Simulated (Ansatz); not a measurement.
# As2H2 (triplet): from Hartree-Fock to the top rungs, cc-pVDZ

The task here is to estimate one member of a computed series from the others.

The runs use Ansatz 0.2.0, Gaussian basis; cc-pVDZ, core rule «outside noble gas», up to 28 orbitals frozen.

To be run: UHF; CCSD(T) on ROHF; CCSD(T) on UHF; BCCD(T) on ROHF; CISD as a restricted active space (open shells left free, so some higher excitations enter); CCSDT(Q) on ROHF; CCSDT(Q) on UHF; CASSCF and MRCISD+Q, 12 electrons in 10 orbitals; CASSCF and NEVPT2, 12 electrons in 10 orbitals.

4 further runs of the same task are left out: 4 set aside as unsound or not needed. Runs told in other sessions of the task aren't counted.

### The system

The geometry is a PBE0/def2-TZVP stationary point (not a proven minimum) of the parent state, kept for this charge and spin. No spin-orbit coupling is included. The filled d shell of As may be among the frozen orbitals whatever the setting's name suggests.

4 atoms, charge 0, spin multiplicity 3.

Atoms are counted from 1 here; the program's logs count them from 0.

Bond lengths: As1–As2 2.234 Å, As1–H3 1.530 Å, As2–H4 1.530 Å. Angles: As2–As1–H3 92.4°, As1–As2–H4 92.4°.

The first run:

Input file in.yaml:

```yaml
crystal:
  periodic: [false, false, false]
  atoms:
    - {symbol: As, position_ang: [0.000000, -0.049963, 1.115759]}
    - {symbol: As, position_ang: [0.000000, 0.049963, -1.115759]}
    - {symbol: H, position_ang: [0.000000, 1.474239, 1.247852]}
    - {symbol: H, position_ang: [0.000000, -1.474239, -1.247852]}
basis:
  gaussian: {orbitals: cc-pVDZ}
magnetization: {spin_polarized: true, initial_magnetization: 2}
hamiltonian: {xc: hf}
output: {orbitals: {seedname: orbitals}}
```

Started as:

```sh
$ ansatz run in.yaml --threads 1 --pin off --events-out ev --progress --plain --max-ram 4096MiB --backend cpu
```

Among the steps run: UHF; CCSD(T) on ROHF; CCSD(T) on UHF; BCCD(T) on ROHF; CISD as a restricted active space (open shells left free, so some higher excitations enter); CCSDT(Q) on ROHF; CCSDT(Q) on UHF; CASSCF and MRCISD+Q, 12 electrons in 10 orbitals; CASSCF and NEVPT2, 12 electrons in 10 orbitals.

One of the session's tables, all rows but one given; the rest of the session is left out.

```
          method  from UCCSDT(Q) (meV)
            ROHF               +6146.7
             UHF               +5931.3
            RMP2               +1155.5
            UMP2               +1176.3
            CISD                +684.7
           RCCSD                +198.7
           UCCSD                +189.0
        RCCSD(T)                 +41.4
        UCCSD(T)                 +36.2
         BCCD(T)                 +41.2
          RCCSDT                 +14.5
          UCCSDT                  +8.6
       RCCSDT(Q)                  +5.7
       UCCSDT(Q)                     0
  CASSCF valence               +4703.3
  NEVPT2 valence               +1043.1
  MRCISD valence                     ?
MRCISD+Q valence                 +21.7
```

Q: Estimate the row for MRCISD valence from the others.

The run gave: from UCCSDT(Q) (meV): +393.2. In the column «from UCCSDT(Q) (meV)» it lies between RCCSD (+198.7) and CISD (+684.7).

Limits of these values: Restricted and unrestricted rows rest on different reference determinants; a gap between their highest levels can come from leftover correlation error, from unlike frozen cores or from another state.
